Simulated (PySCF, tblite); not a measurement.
# C₇H₉BO: a rotation path, then NMR shifts on frames, part 2 of 2

tblite 0.8.0 and PySCF 2.14.0. Atoms count from 0. Earlier steps stand in the parts before.

## (5) Shielding tensors: image 3, PBE0/pcSseg-1

Job settings and geometry (Å):

```
{"job": {"kind": "nmr", "xc": "PBE0", "basis": "pcSseg-1", "pop": false}, "charge": 0, "multiplicity": 1}
C      2.890400    -0.451400    -0.589900
O      1.735200    -0.662600    -1.367800
C      0.526700    -0.266400    -0.802800
C      0.252700     1.075500    -0.764700
C     -0.900900     1.760500    -0.328700
C     -2.061100     1.255500     0.181800
B     -2.457600    -0.195200     0.421300
C     -1.536600    -1.370100     0.107600
C     -0.277400    -1.365500    -0.405900
H      3.711600    -0.892400    -1.153200
H      3.092800     0.612000    -0.423600
H      2.809200    -0.953000     0.381700
H      1.043700     1.708400    -1.153900
H     -0.831800     2.840100    -0.437300
H     -2.795000     2.015800     0.436200
H     -3.521500    -0.423100     0.867300
H     -1.915300    -2.366200     0.318800
H      0.226300    -2.315800    -0.563200
```

Method: GIAO PBE0/pcSseg-1 NMR shielding, non-relativistic, gas phase.

The program printed:

```text
coarse grid: 15360 points
cycle   1  E = -371.5444636187  dE =  1.359e+00  |g| = 6.067e-01  |ddm| = 4.055e+00
cycle   2  E = -371.4528024623  dE =  9.166e-02  |g| = 8.818e-01  |ddm| = 1.401e+00
cycle   3  E = -371.6258200577  dE = -1.730e-01  |g| = 1.390e-01  |ddm| = 9.325e-01
cycle   4  E = -371.6305304726  dE = -4.710e-03  |g| = 5.426e-02  |ddm| = 1.875e-01
cycle   5  E = -371.6312553768  dE = -7.249e-04  |g| = 1.986e-02  |ddm| = 7.609e-02
cycle   6  E = -371.6313502072  dE = -9.483e-05  |g| = 4.123e-03  |ddm| = 2.292e-02
cycle   7  E = -371.6313537776  dE = -3.570e-06  |g| = 1.147e-03  |ddm| = 4.609e-03
final grid: 149224 points
cycle   8  E = -371.6941616792  dE = -3.468e-05  |g| = 1.198e-02  |ddm| = 4.421e-02
cycle   9  E = -371.6941318286  dE =  2.985e-05  |g| = 1.740e-02  |ddm| = 2.317e-02
cycle  10  E = -371.6941913221  dE = -5.949e-05  |g| = 2.000e-03  |ddm| = 1.484e-02
cycle  11  E = -371.6941922807  dE = -9.587e-07  |g| = 3.806e-04  |ddm| = 2.352e-03
cycle  12  E = -371.6941923124  dE = -3.166e-08  |g| = 1.828e-04  |ddm| = 5.189e-04
cycle  13  E = -371.6941923217  dE = -9.266e-09  |g| = 2.946e-05  |ddm| = 1.880e-04
cycle  14  E = -371.6941923218  dE = -1.950e-10  |g| = 1.035e-05  |ddm| = 3.703e-05
converged SCF energy = -371.6941923218

GIAO shielding tensors (ppm)
atom      isotropic    diamagn.    paramagn.     s11        s22        s33       span
  0 C      122.392     244.278    -121.886     88.119     98.150    180.907     92.788
  1 O      234.904     402.996    -168.092    166.974    227.077    310.661    143.686
  2 C        9.995     259.408    -249.413    -87.387     13.249    104.121    191.507
  3 C       51.937     255.587    -203.650    -48.686     49.006    155.491    204.177
  4 C       33.801     254.855    -221.054    -89.093     25.772    164.724    253.817
  5 C       26.273     256.140    -229.867   -117.024     17.858    177.986    295.011
  6 B       56.470     192.569    -136.099      8.539     29.370    131.501    122.962
  7 C       23.624     256.639    -233.015   -125.097     12.436    183.533    308.630
  8 C       31.472     252.386    -220.914    -72.864     27.715    139.566    212.430
  9 H       27.368      27.734      -0.366     23.849     24.977     33.280      9.431
 10 H       27.791      29.975      -2.184     23.460     26.810     33.102      9.642
 11 H       27.967      30.314      -2.346     23.930     26.466     33.506      9.576
 12 H       24.115      32.357      -8.242     19.734     22.374     30.237     10.503
 13 H       23.402      29.824      -6.422     19.271     22.973     27.962      8.692
 14 H       23.081      29.164      -6.083     20.034     21.180     28.029      7.995
 15 H       25.202      29.799      -4.597     23.338     24.084     28.182      4.844
 16 H       22.926      29.799      -6.873     19.455     21.164     28.157      8.702
 17 H       23.382      31.735      -8.353     19.144     21.704     29.297     10.153
```

Wall time 28 s (1 thread of Arm Neoverse V2, shared host); peak memory 0.89 GiB.

In short: δ C2 176.9, C7 163.3, C5 160.7, C8 155.5, H16 8.79, H14 8.64 ppm.

## (6) Nuclear shieldings: image 5, PBE0/pcSseg-1

Job settings and geometry (Å):

```
{"job": {"kind": "nmr", "xc": "PBE0", "basis": "pcSseg-1", "pop": false}, "charge": 0, "multiplicity": 1}
C      2.834900    -0.757300    -0.538500
O      1.844300    -0.192600    -1.367800
C      0.585600    -0.014300    -0.817000
C      0.129400     1.278200    -0.894000
C     -1.085500     1.854800    -0.477800
C     -2.151500     1.264300     0.137000
B     -2.361200    -0.200800     0.487400
C     -1.321900    -1.281600     0.202100
C     -0.080900    -1.173200    -0.343300
H      3.682000    -0.978300    -1.185300
H      3.140800    -0.038300     0.230900
H      2.508600    -1.677500    -0.046600
H      0.841600     1.957600    -1.349300
H     -1.142700     2.924200    -0.663500
H     -2.954100     1.954300     0.382500
H     -3.376100    -0.523200     0.986200
H     -1.593200    -2.302100     0.459200
H      0.491200    -2.087900    -0.478700
```

With the program's defaults for keys left out, this is: GIAO PBE0/pcSseg-1 NMR shielding, non-relativistic, gas phase.

The program printed:

```text
coarse grid: 15360 points
cycle   1  E = -371.5454874825  dE =  1.373e+00  |g| = 6.048e-01  |ddm| = 4.050e+00
cycle   2  E = -371.4536219841  dE =  9.187e-02  |g| = 8.785e-01  |ddm| = 1.405e+00
cycle   3  E = -371.6268169923  dE = -1.732e-01  |g| = 1.406e-01  |ddm| = 9.330e-01
cycle   4  E = -371.6316551123  dE = -4.838e-03  |g| = 5.531e-02  |ddm| = 1.902e-01
cycle   5  E = -371.6323968785  dE = -7.418e-04  |g| = 2.091e-02  |ddm| = 7.808e-02
cycle   6  E = -371.6324990317  dE = -1.022e-04  |g| = 4.348e-03  |ddm| = 2.341e-02
cycle   7  E = -371.6325030248  dE = -3.993e-06  |g| = 1.120e-03  |ddm| = 4.818e-03
final grid: 149224 points
cycle   8  E = -371.6947882948  dE = -3.133e-05  |g| = 1.215e-02  |ddm| = 3.940e-02
cycle   9  E = -371.6947557338  dE =  3.256e-05  |g| = 1.799e-02  |ddm| = 2.298e-02
cycle  10  E = -371.6948186555  dE = -6.292e-05  |g| = 1.959e-03  |ddm| = 1.468e-02
cycle  11  E = -371.6948195510  dE = -8.955e-07  |g| = 3.331e-04  |ddm| = 2.211e-03
cycle  12  E = -371.6948195723  dE = -2.134e-08  |g| = 1.840e-04  |ddm| = 5.070e-04
cycle  13  E = -371.6948195820  dE = -9.743e-09  |g| = 3.325e-05  |ddm| = 1.995e-04
cycle  14  E = -371.6948195823  dE = -2.551e-10  |g| = 1.170e-05  |ddm| = 3.778e-05
converged SCF energy = -371.6948195823

GIAO shielding tensors (ppm)
atom      isotropic    diamagn.    paramagn.     s11        s22        s33       span
  0 C      124.718     244.706    -119.988     93.757     98.499    181.900     88.143
  1 O      227.673     401.327    -173.653    138.340    239.597    305.082    166.742
  2 C       11.480     259.434    -247.953    -83.537     13.961    104.016    187.553
  3 C       51.659     255.003    -203.344    -44.727     54.106    145.598    190.325
  4 C       32.979     254.662    -221.683    -90.192     24.920    164.210    254.402
  5 C       26.818     256.590    -229.772   -116.781     19.027    178.208    294.989
  6 B       56.806     192.780    -135.975      9.183     30.134    131.099    121.916
  7 C       25.377     255.650    -230.273   -122.408     14.055    184.482    306.890
  8 C       38.256     254.934    -216.678    -68.621     26.410    156.979    225.600
  9 H       27.439      27.693      -0.254     23.963     25.063     33.292      9.329
 10 H       27.959      29.874      -1.916     23.811     26.256     33.809      9.998
 11 H       27.543      30.385      -2.843     22.992     27.174     32.463      9.471
 12 H       24.063      32.063      -8.000     19.724     22.826     29.640      9.916
 13 H       23.413      29.429      -6.016     19.358     23.012     27.869      8.511
 14 H       23.141      29.162      -6.021     20.062     21.351     28.010      7.948
 15 H       25.262      29.943      -4.681     23.444     24.118     28.224      4.781
 16 H       22.973      30.049      -7.076     19.514     21.109     28.295      8.781
 17 H       23.366      32.151      -8.785     18.857     21.406     29.834     10.977
```

Run time: 27 s. Hardware: 1 thread of Arm Neoverse V2, shared host; peak memory 0.87 GiB.

This run: δ C2 175.4, C7 161.5, C5 160.1, C4 153.9, H16 8.74, H14 8.58 ppm.

## (7) Shielding tensors: image 8, PBE0/pcSseg-1

Job settings and geometry (Å):

```
{"job": {"kind": "nmr", "xc": "PBE0", "basis": "pcSseg-1", "pop": false}, "charge": 0, "multiplicity": 1}
C      2.802500    -0.985500    -0.756000
O      2.001500     0.158300    -0.918500
C      0.682400     0.169100    -0.544800
C      0.105800     1.396300    -0.802000
C     -1.195100     1.875100    -0.594300
C     -2.281600     1.232800    -0.066700
B     -2.380400    -0.190000     0.447200
C     -1.197800    -1.154900     0.446100
C      0.085700    -0.983500     0.023500
H      3.783100    -0.701100    -1.136700
H      2.899700    -1.272800     0.296200
H      2.428200    -1.834800    -1.337200
H      0.802600     2.100500    -1.242800
H     -1.325600     2.907300    -0.909300
H     -3.176800     1.846900    -0.021700
H     -3.409100    -0.575900     0.868100
H     -1.386200    -2.149100     0.843800
H      0.752400    -1.832400     0.128500
```

With the program's defaults for keys left out, this is: GIAO PBE0/pcSseg-1 NMR shielding, non-relativistic, gas phase.

The program printed:

```text
coarse grid: 15360 points
cycle   1  E = -371.5481991307  dE =  1.398e+00  |g| = 5.983e-01  |ddm| = 4.045e+00
cycle   2  E = -371.4557224219  dE =  9.248e-02  |g| = 8.634e-01  |ddm| = 1.430e+00
cycle   3  E = -371.6299266890  dE = -1.742e-01  |g| = 1.457e-01  |ddm| = 9.411e-01
cycle   4  E = -371.6351912808  dE = -5.265e-03  |g| = 5.652e-02  |ddm| = 1.932e-01
cycle   5  E = -371.6359388561  dE = -7.476e-04  |g| = 2.251e-02  |ddm| = 7.689e-02
cycle   6  E = -371.6360530413  dE = -1.142e-04  |g| = 4.702e-03  |ddm| = 2.369e-02
cycle   7  E = -371.6360576584  dE = -4.617e-06  |g| = 1.198e-03  |ddm| = 5.266e-03
final grid: 149224 points
cycle   8  E = -371.6979082045  dE = -3.100e-05  |g| = 1.218e-02  |ddm| = 4.327e-02
cycle   9  E = -371.6978700949  dE =  3.811e-05  |g| = 1.878e-02  |ddm| = 2.288e-02
cycle  10  E = -371.6979381986  dE = -6.810e-05  |g| = 2.132e-03  |ddm| = 1.485e-02
cycle  11  E = -371.6979392705  dE = -1.072e-06  |g| = 3.665e-04  |ddm| = 2.336e-03
cycle  12  E = -371.6979392976  dE = -2.707e-08  |g| = 2.088e-04  |ddm| = 5.889e-04
cycle  13  E = -371.6979393105  dE = -1.297e-08  |g| = 2.936e-05  |ddm| = 2.220e-04
cycle  14  E = -371.6979393107  dE = -1.600e-10  |g| = 1.349e-05  |ddm| = 3.317e-05
converged SCF energy = -371.6979393107

GIAO shielding tensors (ppm)
atom      isotropic    diamagn.    paramagn.     s11        s22        s33       span
  0 C      130.951     244.761    -113.809    104.151    112.337    176.366     72.215
  1 O      211.458     396.845    -185.387    109.280    257.776    267.319    158.038
  2 C       14.269     258.253    -243.984    -74.607     11.165    106.249    180.856
  3 C       55.625     255.520    -199.895    -36.522     56.790    146.606    183.128
  4 C       33.601     253.462    -219.861    -89.788     26.069    164.523    254.312
  5 C       28.320     256.646    -228.326   -115.305     21.920    178.345    293.650
  6 B       58.792     193.074    -134.282      8.963     35.974    131.440    122.478
  7 C       23.438     254.378    -230.940   -125.925     11.205    185.032    310.957
  8 C       48.849     258.890    -210.041    -57.138     36.804    166.880    224.018
  9 H       27.312      27.229       0.083     22.807     26.159     32.971     10.164
 10 H       27.844      29.657      -1.813     24.399     25.472     33.659      9.260
 11 H       27.847      28.993      -1.146     24.402     25.479     33.660      9.258
 12 H       24.148      32.078      -7.930     19.291     23.096     30.056     10.764
 13 H       23.387      29.094      -5.707     19.147     23.108     27.905      8.759
 14 H       23.241      29.008      -5.767     20.341     21.340     28.042      7.701
 15 H       25.312      29.960      -4.647     23.570     24.030     28.337      4.768
 16 H       22.864      30.347      -7.482     19.360     20.754     28.479      9.119
 17 H       23.787      33.983     -10.196     18.870     21.980     30.513     11.643
```

It took 28 s on 1 thread of Arm Neoverse V2, shared host; peak memory 0.89 GiB.

In short: δ C2 172.7, C7 163.5, C5 158.6, C4 153.3, H16 8.85, H14 8.48 ppm.

## (8) Run by run: NMR shifts

Shifts (ppm) of some atoms, chosen among heavy atoms and hydrogens apart, with basis size and wall time:

```
  frame     C5     C8     C3    C0   H12   H11     O1  functions  time
image 0  153.9  152.6  116.5  55.6  6.61  3.72  133.8        198  28 s
image 1  154.9  153.6  118.4  55.9  6.84  3.52  126.8        198  27 s
image 3  160.7  155.5  135.0  64.5  7.60  3.75  101.2        198  28 s
image 5  160.1  148.7  135.3  62.2  7.65  4.17  108.4        198  27 s
image 8  158.6  138.1  131.3  56.0  7.57  3.87  124.6        198  28 s
```

## (9) Outcome

The summary covers parts 1 to 2.

```
                                            quantity                                                     value
                                             barrier                        0.214 eV (4.9 kcal/mol) at image 3
                               end to end (GFN2-xTB)                                                  0.059 eV
     13C shifts against TMS (PBE0/pcSseg-1, image 0)        173.6, 160.4, 153.9, 153.3, 152.6, 116.5, 55.6 ppm
      1H shifts against TMS (PBE0/pcSseg-1, image 0)  8.65, 8.30, 8.23, 8.23, 6.61, 6.41, 4.39, 3.72, 3.71 ppm
     17O shifts against H2O (PBE0/pcSseg-1, image 0)                                                 133.8 ppm
11B shifts against BF3·OEt2 (PBE0/pcSseg-1, image 0)                                                  43.7 ppm
                            range of the shift of O1                                        101.2 to 133.8 ppm
```

In words: Along the band the dihedral turns by 180°, and the top (dihedral -108°) lies 4.9 kcal/mol above the start (GFN2-xTB, rough), so at room temperature this motion is fast. The top was not checked by a frequency run. Shifts at one fixed geometry are not the observed spectrum, which averages over the motion. In the first frame run (image 0): Shielding is most anisotropic at C7 (span 303 ppm, paramagnetic term -229 ppm). NICS(1)zz of -17 ppm above the planar ring from C2 marks a diatropic (aromatic) ring current. In ppm, O1 moves most: its shift spreads over 32.6 ppm, from 101.2 (image 3) to 133.8 (image 0).
